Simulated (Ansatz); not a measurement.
# Bi2Te3 (Tellurobismuthite): the cost of one run

Code: Ansatz 0.2.0. PAW datasets, plane waves. The values are computed, spin-unpolarised, and not measurements.

## 1. The system as given

The unstrained cell was relaxed with r2SCAN+rVV10; in each strained cell the atoms were relaxed again with r2SCAN+rVV10. Names of k-points are those of the unstrained zone, where strain can split equivalent points. First state: +4.6 % strain along z alone.

The symmetry is R-3m (No. 166, trigonal); conventional cell a = 4.392 Å, c = 32.790 Å, 36.51 Å³ an atom. Bi has 6 Te at 3.07–3.27 Å; Te has 6 Bi at 3.27 Å; Te has 3 Bi at 3.07 Å.

Coordinates:

```
CELL_PARAMETERS angstrom
2.19581 1.26775 10.93006
-2.19581 1.26775 10.93006
0.00000 -2.53550 10.93006
ATOMIC_POSITIONS crystal
Bi 0.39626 0.39626 0.39626
Bi 0.60374 0.60374 0.60374
Te 0.00000 0.00000 0.00000
Te 0.21780 0.21780 0.21780
Te 0.78220 0.78220 0.78220
```

From earlier runs on the unstrained cell: PBE 0.44 eV, r2SCAN 0.69 eV, HSE06 0.83 eV; a = 4.392 Å, c = 31.351 Å.

## 2. +4.6 % strain along z alone: PBE

The input, input.yaml:

```yaml
crystal:
  lattice:
    - [2.1958106691, 1.2677518809, 10.9300645889]
    - [-2.1958106691, 1.2677518809, 10.9300645889]
    - [0.0, -2.5355037618, 10.9300645889]
  atoms:
    - { symbol: Bi, position: [0.3962605242, 0.3962605242, 0.3962605242] }
    - { symbol: Bi, position: [0.6037394758, 0.6037394758, 0.6037394758] }
    - { symbol: Te, position: [0.0, 0.0, 0.0] }
    - { symbol: Te, position: [0.2178011901, 0.2178011901, 0.2178011901] }
    - { symbol: Te, position: [0.7821988099, 0.7821988099, 0.7821988099] }
kpoints:
  mp_grid: { grid: [8, 8, 8] }
  band_path:
    path:
      - [0.0, 0.0, 0.0]
      - [0.5, 0.5, 0.5]
      - [0.823522359, 0.176477641, 0.5]
      - [0.5, -0.176477641, 0.176477641]
      - [0.5, 0.0, 0.0]
      - [0.3382388205, -0.3382388205, 0.0]
      - [0.6617611795, 0.0, 0.3382388205]
      - [0.5, 0.0, 0.5]
      - [0.322917, 0.442708, 0.442708]
    npoints: 1
hamiltonian:
  xc: pbe
scf:
  occupations: { method: fermi_dirac, width: 0.02 }
  n_extra_bands: 5
output:
  forces: true
  stress: true
  eigenvalues: true
```

Run with:

```
$ ansatz run input.yaml --threads 4 --pin off --max-ram 4608MiB --backend cpu --events-out ev --progress --plain --runs-dir out
```

**Question.** How long does this run take on 4 threads of Arm Neoverse V1, shared host, and how much memory does it need?

About 8.6 s, with a peak of 0.73 GiB.
